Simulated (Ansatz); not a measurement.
# Li4SiN: the cost of one run

Method: DFT PBE, scalar-relativistic, plane waves, PAW, in Ansatz 0.2.0.

**1. Starting point**

It takes space group P4/mmm (No. 123, tetragonal). The conventional cell has a = 3.810 Å, b = 3.810 Å, c = 5.973 Å, α = 90.00°, β = 90.00°, γ = 90.00°. Around Li (site symmetry 2mm) lie 2 Si at 2.41 Å and 2 N at 2.41 Å and 4 Li at 2.69 Å. Si (site symmetry 4/mmm) is surrounded by 8 Li at 2.41 Å. N (site symmetry 4/mmm) is surrounded by 8 Li at 2.41 Å.

Coordinates:

```cif
data_structure
_symmetry_space_group_name_H-M 'P 1'
_symmetry_Int_Tables_number 1
_cell_length_a 3.8099
_cell_length_b 3.8099
_cell_length_c 5.9732
_cell_angle_alpha 90.000
_cell_angle_beta 90.000
_cell_angle_gamma 90.000
_cell_volume 86.70
loop_
_atom_site_label
_atom_site_type_symbol
_atom_site_fract_x
_atom_site_fract_y
_atom_site_fract_z
_atom_site_occupancy
Li1 Li 0.00000 0.50000 0.25398 1
Li2 Li 0.50000 0.00000 0.25398 1
Li3 Li 0.00000 0.50000 0.74602 1
Li4 Li 0.50000 0.00000 0.74602 1
Si1 Si 0.00000 0.00000 0.50000 1
N1 N 0.50000 0.50000 0.50000 1
```

Recipe of the guess: random cell by space group and Wyckoff sites (P4/mmm, No. 123). Lengths come from tabulated atomic sizes and are only a guess.

**2. Probe: one point on a coarse mesh**

Input file input.yaml:

```yaml
crystal:
  lattice:
    - [3.80990864, 0.0, 0.0]
    - [0.0, 3.80990864, 0.0]
    - [0.0, 0.0, 5.97317742]
  atoms:
    - { symbol: Li, position: [0.0, 0.5, 0.25397793] }
    - { symbol: Li, position: [0.5, 0.0, 0.25397793] }
    - { symbol: Li, position: [0.0, 0.5, 0.74602207] }
    - { symbol: Li, position: [0.5, 0.0, 0.74602207] }
    - { symbol: Si, position: [0.0, 0.0, 0.5] }
    - { symbol: "N", position: [0.5, 0.5, 0.5] }
basis:
  ecutwfc: 420
kpoints:
  mp_grid: { grid: [4, 4, 4] }
hamiltonian:
  xc: pbe
scf:
  occupations: { method: gaussian, width: 0.1 }
  lower_state_search: "off"
output:
  forces: true
  stress: true
  eigenvalues: true
```

Command:

```
> ansatz run input.yaml --threads 1 --pin off --max-ram 2560MiB --backend cpu --events-out ev --progress --plain --runs-dir out
```

Q: Estimate wall time and peak memory on 1 thread of Intel Xeon 6975P-C (Granite Rapids), shared host.

About 1 s, with a peak of 0.37 GiB.
